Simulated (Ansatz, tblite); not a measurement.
# Ga₄PN₃ with GFN2-xTB from a Python script

These are simulated results from tblite 0.8.0, not measurements. The cell was built from a prototype and was relaxed with r2SCAN in plane waves (Ansatz 0.2.0). It may be hypothetical. All runs are without spin polarisation.

Space group Pmm2 (No. 25), orthorhombic; a = 3.346 Å, b = 6.756 Å, c = 4.691 Å in the conventional setting, 13.26 Å³ an atom. Around N lie 4 Ga at 1.99–2.01 Å; around Ga lie 3 N at 1.95–1.99 Å and 1 P at 2.28 Å; around N lie 4 Ga at 1.95–2.00 Å; around Ga lie 4 N at 2.00 Å; around P lie 4 Ga at 2.25–2.28 Å; around Ga lie 2 N at 2.01 Å and 2 P at 2.25 Å.

tblite solves periodic systems at the zone centre alone, so the script builds a cluster of 3×2×2 conventional cells (96 atoms), which folds in a coarse mesh of k points.

run.py reads:

```python
import json
from ase import Atoms
from ase.build import make_supercell
from ase.units import Bohr, GPa, Hartree
from tblite.interface import Calculator

atoms = Atoms(['N', 'Ga', 'N', 'Ga', 'N', 'Ga', 'P', 'Ga'],
              cell=[[3.34588746, 0.0, 0.0], [0.0, 6.75637302, 0.0], [0.0, 0.0, 4.69099302]],
              scaled_positions=[[0.0, 0.229848817, 0.001530835], [0.5, 0.220332547, 0.771181779], [0.5, 0.0, 0.503175505], [0.0, 0.0, 0.269212453], [0.0, 0.770151183, 0.001530835], [0.5, 0.779667453, 0.771181779], [0.5, 0.5, 0.500878696], [0.0, 0.5, 0.181308118]],
              pbc=True)
cluster = make_supercell(atoms, [[3, 0, 0], [0, 2, 0], [0, 0, 2]])
calc = Calculator('GFN2-xTB', cluster.numbers, cluster.positions / Bohr, lattice=cluster.cell[:] / Bohr, periodic=cluster.pbc)
calc.set('temperature', 0.02 / Hartree)
calc.set('max-iter', 150)
res = calc.singlepoint()
levels = res.get('orbital-energies') * Hartree
nv = round(res.get('orbital-occupations').sum() / 2)
cells = len(cluster) // len(atoms)
out = {'energy_per_cell': res.get('energy') * Hartree / cells, 'homo': levels[nv - 1], 'lumo': levels[nv],
       'stress': (-res.get('virial') * Hartree / cluster.get_volume() / GPa).tolist(), 'charges': res.get('charges')[:len(atoms)].tolist(), 'electrons': 2 * nv / cells}
json.dump(out, open('results.json', 'w'))
for key, value in out.items():
    print(key, value)
```

Command: `python run.py`. It took 14 s on 1 thread of Arm Neoverse V1 (shared host), peak memory 0.16 GiB.

What it printed:

```
------------------------------------------------------------
  cycle        total energy    energy error   density error
------------------------------------------------------------
      1     -184.7424533335  -1.8565349E+02   3.7719754E-01
      2     -189.9535432105  -5.2110899E+00   3.8205299E-01
      3     -194.9251642482  -4.9716210E+00   2.1840773E-01
      4     -194.1910033368   7.3416091E-01   2.8929549E-01
      5     -188.3101533423   5.8808500E+00   2.3042200E-01
      6     -196.1097011120  -7.7995478E+00   7.7789335E-02
      7     -196.1587901577  -4.9089046E-02   6.7272913E-02
      8     -196.1491213817   9.6687760E-03   5.4751515E-02
      9     -196.1378764885   1.1244893E-02   2.1603559E-02
     10     -196.1464958716  -8.6193831E-03   1.6249614E-02
     11     -196.1432968896   3.1989820E-03   1.6209931E-02
     12     -196.1480123620  -4.7154724E-03   4.8705480E-03
     13     -196.1482387061  -2.2634412E-04   3.5538294E-03
     14     -196.1483912162  -1.5251004E-04   2.2124906E-03
     15     -196.1484290433  -3.7827087E-05   9.3972804E-04
     16     -196.1484596848  -3.0641492E-05   7.7680538E-04
     17     -196.1484748193  -1.5134539E-05   5.7118725E-04
     18     -196.1484824790  -7.6597169E-06   2.5020019E-04
     19     -196.1484824675   1.1463214E-08   2.0996712E-04
     20     -196.1484824948  -2.7274552E-08   2.0732815E-04
     21     -196.1484815109   9.8393559E-07   2.3737542E-04
     22     -196.1484814395   7.1392947E-08   2.4957961E-04
     23     -196.1484829566  -1.5171190E-06   1.5573144E-04
     24     -196.1484832628  -3.0620757E-07   9.0034221E-05
     25     -196.1484833271  -6.4313269E-08   4.1320799E-05
     26     -196.1484833370  -9.8883106E-09   3.7897050E-05
     27     -196.1484833323   4.6695163E-09   3.7266813E-05
     28     -196.1484833282   4.1958685E-09   2.9616665E-05
     29     -196.1484833462  -1.8017658E-08   2.0694194E-05
     30     -196.1484833523  -6.1652656E-09   1.5639928E-05
------------------------------------------------------------

 total:                                  12.934 sec
energy_per_cell -444.7893415495462
homo -9.741145309405125
lumo -9.626761681276088
stress [[2.1997271185250202, 6.929626914741604e-08, 6.139516050636297e-07], [6.92962690530986e-08, 1.2503099423518156, -3.2970401333460104e-07], [6.139516048874011e-07, -3.297040131316094e-07, 0.8249572866619921]]
charges [-0.3676738602366689, 0.3045045094595242, -0.39090638485935103, 0.3462906587517688, -0.3676679672288645, 0.3045067293291039, -0.092741350748294, 0.26377059060862756]
electrons 32.0
```

The cycle table is in hartree for the whole cluster, and the lines after it are in eV (the energy for one cell). The printed stress is in GPa and positive in compression, and the pressure is its mean diagonal.

GFN2-xTB gives a gap of 0.11 eV. On the same cell, plane-wave PBE (Ansatz, 8×4×6 k points and the special points) gives no gap (an overlap of 0.06 eV at the points read) and r2SCAN no gap (an overlap of 0.04 eV at the points read); on shared hosts these took about 33 and 86 core-seconds on the 8-atom cell, against 14 for the script. xTB was fitted to molecules, so gaps, charges and pressures of solids can be far off, and the gap also depends on the size of the cluster.

The same script was run on cells scaled at fixed shape and fractional coordinates:

| volume (Å³/atom) | energy (meV/atom) | pressure (GPa, positive in compression) | gap (eV) |
| --- | --- | --- | --- |
| 11.66 | 97.6 | 20.46 | 0.44 |
| 12.46 | 25.4 | 9.21 | 0.27 |
| 13.26 | 0.0 | 1.43 | 0.11 |
| 14.05 | 6.7 | -3.71 | 0.02 |
| 14.85 | 35.1 | -7.42 | 0.02 |

A Birch-Murnaghan fit puts the minimum at 13.45 Å³/atom, 1.5 % above the given cell, with a bulk modulus of 98.1 GPa at fixed shape.

xTB was fitted mostly to molecules, and a small cluster samples few k points, so gaps, pressures and kinks along a curve can be far from a solid's.

Spin-orbit coupling is left out.
